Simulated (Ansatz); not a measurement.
# CH₃ClOSn: small, medium and large basis sets

How large a basis does CH₃ClOSn need? Two functionals are run in growing sets.

Program: Ansatz 0.2.0, Gaussian basis. Level of theory: one geometry, several basis sets. These are calculated values, not measurements.

The runs, in order: PBE0-D4/def2-SVP; ωB97M-V/def2-SVP; PBE0-D4/def2-QZVPP; ωB97M-V/def2-QZVPP; the functionals' def2-TZVPP values are taken from earlier runs.

## 1. The relaxed structure

An earlier PBE0-D4 in a triple-zeta def2 set relaxation fixed the geometry. Sn takes the def2 core potential; no spin-orbit term is included.

7 atoms, charge 0, spin multiplicity 1.

Atoms are counted from 1 here; the program's logs count them from 0.

Bond lengths: Cl1–Sn2 2.429 Å, Sn2–O4 2.397 Å, Sn2–H5 1.777 Å, C3–O4 1.210 Å, C3–H6 1.100 Å, C3–H7 1.100 Å. Angles: Cl1–Sn2–O4 87.0°, Cl1–Sn2–H5 93.3°, O4–Sn2–H5 82.9°, O4–C3–H6 121.1°, O4–C3–H7 119.4°, H6–C3–H7 119.5°, Sn2–O4–C3 125.2°.

## 2. PBE0-D4 in def2-SVP

File in.yaml:

```yaml
crystal:
  periodic: [false, false, false]
  atoms:
    - {symbol: Cl, position_ang: [1.113898, -1.605602, -1.230749]}
    - {symbol: Sn, position_ang: [-1.037907, -1.738808, -0.112600]}
    - {symbol: C, position_ang: [0.092721, 1.306769, -0.061217]}
    - {symbol: O, position_ang: [-0.800777, 0.601689, 0.348905]}
    - {symbol: H, position_ang: [-0.305452, -1.904095, 1.497992]}
    - {symbol: H, position_ang: [0.909191, 0.892353, -0.670892]}
    - {symbol: H, position_ang: [0.089624, 2.379494, 0.182862]}
basis:
  gaussian: {orbitals: def2-SVP}
hamiltonian: {xc: pbe0, dispersion: d4}
output: {orbitals: {seedname: orbitals}}
```

On the command line:

```sh
$ ansatz run in.yaml --threads 2 --pin off --events-out ev --progress --plain --max-ram 4352MiB
```

After this run come: ωB97M-V in def2-SVP; PBE0-D4 in def2-QZVPP; ωB97M-V in def2-QZVPP.

Before running them: what should the planned runs give, taken together? Wanted: PBE0-D4: double and triple zeta above quadruple; ωB97M-V: double and triple zeta above quadruple.

The runs gave:

| quantity | value |
| --- | --- |
| PBE0-D4: double and triple zeta above quadruple | 8.74, 0.60 eV |
| ωB97M-V: double and triple zeta above quadruple | 8.84, 0.58 eV |

In words: PBE0-D4 gains 8.15 eV from double to triple zeta, then 0.60 eV more. These are total energies; as a rule much of such shifts cancels in differences, which this series doesn't test.
